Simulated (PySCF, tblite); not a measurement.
# C₆H₁₀FO radical: geometry, infrared bands and EPR parameters

Aim: predict the infrared bands and EPR parameters of C₆H₁₀FO radical (`[CH2][C@H](CF)CC(C)=O`).

The runs use tblite 0.8.0 and PySCF 2.14.0, with density-fitted response routines of our own; the level of theory stands in each step. All values are computed, except where a source is named. Atoms are numbered from 0 throughout.

## 1. The molecule as given

18 atoms, charge 0, multiplicity 2; geometry from: force field or distance geometry start.

Bonds of the start (Å): C0–C1 1.50, C1–C2 1.54, C2–F3 1.35, C1–C4 1.54, C4–C5 1.52, C5–C6 1.51, C5–O7 1.22, C0–H8 1.09, C0–H9 1.08, C1–H10 1.09, C2–H11 1.11, C2–H12 1.08, C4–H13 1.09, C4–H14 1.11, C6–H15 1.11, C6–H16 1.09, C6–H17 1.08.

## 2. Optimising the geometry with GFN2-xTB

The job: settings as JSON, then the geometry in Å.

```
{"job": {"kind": "relax", "xc": "GFN2-xTB", "basis": "xTB"}, "charge": 0, "multiplicity": 2}
C     -1.922300     1.488600     0.051900
C     -1.119800     0.345600    -0.484700
C     -1.652500    -0.999400     0.044800
F     -1.473300    -1.065400     1.380600
C      0.354600     0.536800    -0.078200
C      1.282900    -0.434600    -0.786600
C      2.703600    -0.485500    -0.274100
O      0.936900    -1.117300    -1.735200
H     -2.283300     1.480900     1.079100
H     -2.033800     2.399500    -0.525300
H     -1.217500     0.344900    -1.569200
H     -2.739200    -1.094100    -0.149200
H     -1.163400    -1.851600    -0.403000
H      0.488400     0.421000     0.994600
H      0.686500     1.556400    -0.354900
H      2.697500    -0.788300     0.792500
H      3.277000    -1.218500    -0.841500
H      3.169200     0.487300    -0.381200
```

The run is started by

```bash
$ OMP_NUM_THREADS=1 python probes_run.py task.json out
```

The driver reads the jobs from task.json and runs them one after another.

**Question.** This job is followed by: GFN2-xTB harmonic vibrations, gas phase; UKS B3LYP, pcH-1 on C F H O, non-relativistic, mean-field spin-orbit, GIAO. Predict these results of the whole session: strongest single infrared mode (GFN2-xTB); zero-point energy (GFN2-xTB); g(iso) (B3LYP); ⟨S²⟩; largest a(iso) (averaged by class); surface potential, 1st and 99th percentile.

The runs gave:

```
                                 quantity                  value
strongest single infrared mode (GFN2-xTB)  1773 cm⁻¹, 299 km/mol
             zero-point energy (GFN2-xTB)          89.9 kcal/mol
                           g(iso) (B3LYP)                2.00259
                                     ⟨S²⟩     0.754 (exact 0.75)
       largest a(iso) (averaged by class)   1H on H10, 105.9 MHz
    surface potential, 1st and 99th percentile     -1.50 V and 1.11 V
```

**Reading.** Over 85 steps the energy fell by 0.097 eV; of the close pairs, C2–F3 changed most, 1.349 to 1.377 Å. All 48 modes are real, so the xTB geometry is a minimum. The strongest single mode, at 1773 cm⁻¹, moves mainly C5 and O7. GFN2-xTB is a fitted tight-binding method: band positions and strengths are rough. Its intensities can rank the bands wrongly. Most of the unpaired spin sits on C0 (1.08 e). The isotropic g lies 0.3 ppt above the free-electron value.
